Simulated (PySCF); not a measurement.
**CH7GeSi (SMILES [SiH3][CH][GeH3]): UHF/aug-cc-pVDZ (density fitting with def2-universal-jkfit)**

Aim: the vertical ionisation energy of CH7GeSi at UHF/aug-cc-pVDZ (density fitting with def2-universal-jkfit), from 2 runs. 

Program for the calculation: PySCF 2.14.0.

2 further runs of the same task are left out: 2 set aside as unsound or not needed.

## (1) The molecule

The species is CH7GeSi (10 atoms), meant as a doublet with charge 0. As SMILES, `[SiH3][CH][GeH3]`. The shape comes from GFN2-xTB, which is rough for such elements, and wasn't checked as a minimum.

Bond lengths: Si1–C2 1.860 Å, C2–Ge3 1.915 Å, Si1–H4 1.465 Å, Si1–H5 1.471 Å, Si1–H6 1.466 Å, C2–H7 1.081 Å, Ge3–H8 1.497 Å, Ge3–H9 1.494 Å, Ge3–H10 1.502 Å. Some angles: Si1–C2–Ge3 125.6°, Si1–C2–H7 117.7°, Ge3–C2–H7 116.6°, C2–Si1–H4 108.7°, C2–Si1–H5 110.0°, C2–Si1–H6 109.8°, C2–Ge3–H8 111.5°, C2–Ge3–H9 111.5°, C2–Ge3–H10 111.7°, H4–Si1–H5 109.2°.

## (2) A single-point energy at UHF/aug-cc-pVDZ (density fitting with def2-universal-jkfit)

The input, mol.xyz:

```xyz
10

Si    -1.120130     0.994660    -0.792190
C     -0.254240    -0.589380    -0.344520
Ge     1.168860    -0.760390     0.926100
H     -2.399800     0.667310    -1.425950
H     -0.296950     1.769420    -1.733920
H     -1.333870     1.801520     0.412910
H     -0.522620    -1.481250    -0.892380
H      1.342450    -2.179780     1.368730
H      0.933970     0.092450     2.130500
H      2.482330    -0.314550     0.350710
```

The input, run.py:

```python
from pyscf import gto

molecule = gto.Mole()
molecule.atom = 'mol.xyz'
molecule.spin = 1
molecule.basis = 'aug-cc-pvdz'
molecule.charge = 0
molecule.verbose = 4
molecule.max_memory = 1860
molecule.build()

hf = molecule.UHF()
hf = hf.density_fit(auxbasis='def2-universal-jkfit')
hf.conv_tol = 1e-10
hf.kernel()
if not hf.converged:
    hf = hf.newton().run(hf.mo_coeff, hf.mo_occ)

e_final = hf.e_tot
print('E(%s) = %.9f' % ('HF', e_final))
```

On the command line:

```sh
$ OMP_NUM_THREADS=1 python run.py
```

What it wrote:

```text
PySCF version 2.14.0

[INPUT] num. atoms = 10
[INPUT] num. electrons = 59
[INPUT] charge = 0
[INPUT] spin (= nelec alpha-beta = 2S) = 1
[INPUT] symmetry False subgroup None
[INPUT] Mole.unit = angstrom
[INPUT] Symbol           X                Y                Z      unit          X                Y                Z       unit  Magmom
[INPUT]  1 Si    -1.120130000000   0.994660000000  -0.792190000000 AA   -2.116738923909   1.879634987060  -1.497022138619 Bohr   0.0
[INPUT]  2 C     -0.254240000000  -0.589380000000  -0.344520000000 AA   -0.480443969909  -1.113766783296  -0.651048444435 Bohr   0.0
[INPUT]  3 Ge     1.168860000000  -0.760390000000   0.926100000000 AA    2.208825277959  -1.436928847858   1.750075363960 Bohr   0.0
[INPUT]  4 H     -2.399800000000   0.667310000000  -1.425950000000 AA   -4.534964753731   1.261033140184  -2.694654967324 Bohr   0.0
[INPUT]  5 H     -0.296950000000   1.769420000000  -1.733920000000 AA   -0.561154172690   3.343719199328  -3.276633921906 Bohr   0.0
[INPUT]  6 H     -1.333870000000   1.801520000000   0.412910000000 AA   -2.520648985774   3.404379407926   0.780286814094 Bohr   0.0
[INPUT]  7 H     -0.522620000000  -1.481250000000  -0.892380000000 AA   -0.987608667220  -2.799156822012  -1.686353799039 Bohr   0.0
[INPUT]  8 H      1.342450000000  -2.179780000000   1.368730000000 AA    2.536862835922  -4.119187211804   2.586524838476 Bohr   0.0
[INPUT]  9 H      0.933970000000   0.092450000000   2.130500000000 AA    1.764947508560   0.174705180216   4.026061508386 Bohr   0.0
[INPUT] 10 H      2.482330000000  -0.314550000000   0.350710000000 AA    4.690923850792  -0.594413352482   0.662745849146 Bohr   0.0

nuclear repulsion = 237.402195859047
number of shells = 60
number of NR pGTOs = 248
number of NR cGTOs = 149
basis = aug-cc-pvdz
ecp = {}

******** <class 'pyscf.df.df_jk.DFUHF'> ********
method = DFUHF
initial guess = minao
damping factor = 0
level_shift factor = 0
DIIS = <class 'pyscf.scf.diis.CDIIS'>
diis_start_cycle = 1
diis_space = 8
diis_damp = 0
SCF conv_tol = 1e-10
SCF conv_tol_grad = None
SCF max_cycles = 50
direct_scf = False
number electrons alpha = 30  beta = 29
Set gradient conv threshold to 1e-05
******** <class 'pyscf.df.df.DF'> ********
auxbasis = def2-universal-jkfit
init E= -2405.4044186944
[... the frontier-level lines of each cycle are left out ...]

cycle= 1 E= -2406.10094511924  delta_E= -0.697  |g|= 0.208  |ddm|= 1.88
cycle= 2 E= -2406.1490268756  delta_E= -0.0481  |g|= 0.0708  |ddm|= 0.484
cycle= 3 E= -2406.15497221662  delta_E= -0.00595  |g|= 0.0264  |ddm|= 0.221
cycle= 4 E= -2406.15582921534  delta_E= -0.000857  |g|= 0.00923  |ddm|= 0.0702
cycle= 5 E= -2406.15597497865  delta_E= -0.000146  |g|= 0.00468  |ddm|= 0.025
cycle= 6 E= -2406.15602107953  delta_E= -4.61e-05  |g|= 0.00212  |ddm|= 0.0174
cycle= 7 E= -2406.15603231202  delta_E= -1.12e-05  |g|= 0.000624  |ddm|= 0.0114
cycle= 8 E= -2406.15603323455  delta_E= -9.23e-07  |g|= 0.000166  |ddm|= 0.00321
cycle= 9 E= -2406.15603329026  delta_E= -5.57e-08  |g|= 5.66e-05  |ddm|= 0.00065
cycle= 10 E= -2406.15603329662  delta_E= -6.36e-09  |g|= 1.73e-05  |ddm|= 0.000194
cycle= 11 E= -2406.15603329722  delta_E= -6.02e-10  |g|= 5.77e-06  |ddm|= 7.05e-05
cycle= 12 E= -2406.15603329731  delta_E= -8.19e-11  |g|= 2.41e-06  |ddm|= 2.52e-05
Extra cycle  E= -2406.15603329732  delta_E= -1.18e-11  |g|= 1.53e-06  |ddm|= 6.16e-06
converged SCF energy = -2406.15603329732  <S^2> = 0.76244835  2S+1 = 2.0124098
E(HF) = -2406.156033297
```

It took 8.1 s on 1 thread of Arm Neoverse V1, shared host; peak memory 0.25 GiB.

## (3) The singlet cation, same level

The input, input.py:

```python
from pyscf import gto, scf

mol = gto.M(
    atom='''
Si  -1.120130   0.994660  -0.792190
C   -0.254240  -0.589380  -0.344520
Ge   1.168860  -0.760390   0.926100
H   -2.399800   0.667310  -1.425950
H   -0.296950   1.769420  -1.733920
H   -1.333870   1.801520   0.412910
H   -0.522620  -1.481250  -0.892380
H    1.342450  -2.179780   1.368730
H    0.933970   0.092450   2.130500
H    2.482330  -0.314550   0.350710
''',
    charge=1,
    max_memory=1860,
    verbose=3,
    basis='aug-cc-pvdz',
)

mf = scf.RHF(mol)
mf = mf.density_fit(auxbasis='def2-universal-jkfit')
mf.conv_tol = 1e-10
mf.kernel()
if not mf.converged:
    mf = mf.newton().run(mf.mo_coeff, mf.mo_occ)

energy = mf.e_tot
print('E = %.10f Eh' % energy)
```

On the command line:

```sh
$ OMP_NUM_THREADS=1 python input.py
```

What it wrote:

```text
converged SCF energy = -2405.8429285149
E = -2405.8429285149 Eh
```

Wall time 3.9 s (1 thread of Arm Neoverse V1, shared host); peak memory 0.21 GiB.

## (4) Results

At UHF/aug-cc-pVDZ (density fitting with def2-universal-jkfit):

| quantity | value |
| --- | --- |
| doublet CH7GeSi: total energy | -2406.15603 Eh |
| doublet CH7GeSi: dipole moment | 0.58 D |
| doublet CH7GeSi: HOMO energy (highest over α and β) | -10.30 eV |
| doublet CH7GeSi: LUMO energy (lowest over α and β) | 0.91 eV |
| doublet CH7GeSi: ⟨S²⟩ | 0.762 |
| singlet cation: total energy | -2405.84293 Eh |
| singlet cation: HOMO energy | -17.71 eV |
| singlet cation: LUMO energy | -6.77 eV |
| singlet cation: HOMO–LUMO gap | 10.95 eV |
| vertical ionisation energy (to the singlet cation) | 8.520 eV |

**Reading.** The vertical ionisation energy comes to 8.52 eV (196 kcal/mol). Only the singlet of the ionised species was computed; a triplet could lie lower. Mulliken charges (doublet CH7GeSi) run from -0.41 on C2 to +0.54 on Ge3; in a basis this large or diffuse they mean little. Mulliken charges (singlet cation) run from -0.23 on C2 to +0.65 on Ge3; in a basis this large or diffuse they mean little.
